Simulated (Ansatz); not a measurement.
# C3H7GeN: up Jacob's ladder to CCSD(T)

An exercise on one series of results from a longer session: the logs are not shown, and one member is left open.

Method: functionals in def2-TZVPP, the program's frozen cores in correlated methods; program: Ansatz 0.2.0, Gaussian basis.

Levels to be run: PBE-D4, r2SCAN-D4, PBE0-D4, B3LYP-D4, ωB97X-V, ωB97M-V, B2PLYP; CCSD(T)/def2-TZVPP; MP2/def2-QZVPP; extrapolation to the limit.

## Structure used throughout

All runs share one geometry, relaxed beforehand with PBE0-D4 in a triple-zeta def2 set.

12 atoms, charge 0, spin multiplicity 1.

Atoms are counted from 1 here; the program's logs count them from 0.

Bond lengths: C1–N2 1.264 Å, C1–Ge5 1.967 Å, C1–H6 1.090 Å, N2–C3 1.457 Å, C3–C4 1.543 Å, C3–H7 1.094 Å, C3–H8 1.094 Å, C4–Ge5 1.959 Å, C4–H9 1.090 Å, C4–H10 1.090 Å, Ge5–H11 1.539 Å, Ge5–H12 1.539 Å. Angles: N2–C1–Ge5 113.8°, N2–C1–H6 118.0°, Ge5–C1–H6 128.2°, C1–N2–C3 117.6°, N2–C3–C4 116.0°, N2–C3–H7 106.4°, N2–C3–H8 106.2°, C4–C3–H7 111.1°, C4–C3–H8 111.0°, H7–C3–H8 105.5°, C3–C4–Ge5 104.4°, C3–C4–H9 111.6°, C3–C4–H10 111.8°, Ge5–C4–H9 110.3°, Ge5–C4–H10 111.2°, H9–C4–H10 107.6°, C1–Ge5–C4 88.2°, C1–Ge5–H11 114.1° and more.

Set-up of the first run:

in.yaml reads:

```yaml
crystal:
  periodic: [false, false, false]
  atoms:
    - {symbol: C, position_ang: [-1.433774, 0.098600, 0.695748]}
    - {symbol: N, position_ang: [-0.519539, -0.151724, 1.532075]}
    - {symbol: C, position_ang: [0.840490, -0.283061, 1.025620]}
    - {symbol: C, position_ang: [1.024541, -0.043544, -0.487147]}
    - {symbol: Ge, position_ang: [-0.791144, 0.262692, -1.155799]}
    - {symbol: H, position_ang: [-2.455006, 0.192511, 1.065765]}
    - {symbol: H, position_ang: [1.456341, 0.405551, 1.611563]}
    - {symbol: H, position_ang: [1.174983, -1.286299, 1.307189]}
    - {symbol: H, position_ang: [1.650955, 0.827095, -0.682085]}
    - {symbol: H, position_ang: [1.486474, -0.899589, -0.978430]}
    - {symbol: H, position_ang: [-1.330535, -0.820895, -2.107022]}
    - {symbol: H, position_ang: [-1.026786, 1.643463, -1.793476]}
basis:
  gaussian: {orbitals: def2-TZVPP}
hamiltonian: {xc: pbe, dispersion: d4}
output: {forces: true, orbitals: {seedname: orbitals}}
```

On the command line:

```
> ansatz run in.yaml --threads 4 --pin off --events-out ev --progress --plain --max-ram 10444MiB
```

Among the steps run: PBE-D4 (GGA); r2SCAN-D4 (meta-GGA); PBE0-D4 (hybrid); B3LYP-D4 (hybrid); ωB97X-V (range-separated); ωB97M-V (range-separated); B2PLYP (double hybrid); CCSD(T) in def2-TZVPP; MP2 in def2-QZVPP.

One of the session's tables, all rows but one given; the rest of the session is left out.

| method | atomisation energy (kcal/mol) |
| --- | --- |
| PBE-D4 | 1109.0 |
| r2SCAN-D4 | 1083.1 |
| PBE0-D4 | 1088.6 |
| B3LYP-D4 | 1081.1 |
| ωB97X-V | ? |
| ωB97M-V | 1082.1 |
| B2PLYP | 1070.0 |
| HF/def2-TZVPP | 767.9 |
| MP2/def2-TZVPP | 1069.9 |
| CCSD/def2-TZVPP | 1037.8 |
| CCSD(T)/def2-TZVPP | 1056.4 |
| MP2/CBS | 1095.5 |
| CCSD(T)/CBS | 1082.0 |

Q: Estimate the row for ωB97X-V from the others.

**Answer.** atomisation energy (kcal/mol): 1086.3. In the column «atomisation energy (kcal/mol)» it lies between r2SCAN-D4 (1083.1) and PBE0-D4 (1088.6).

To keep in mind: Free atoms (3 C, 1 N, 1 Ge, 7 H) were run apart at each level; the atomisation energy is their sum less the molecule, without zero-point or spin-orbit terms.
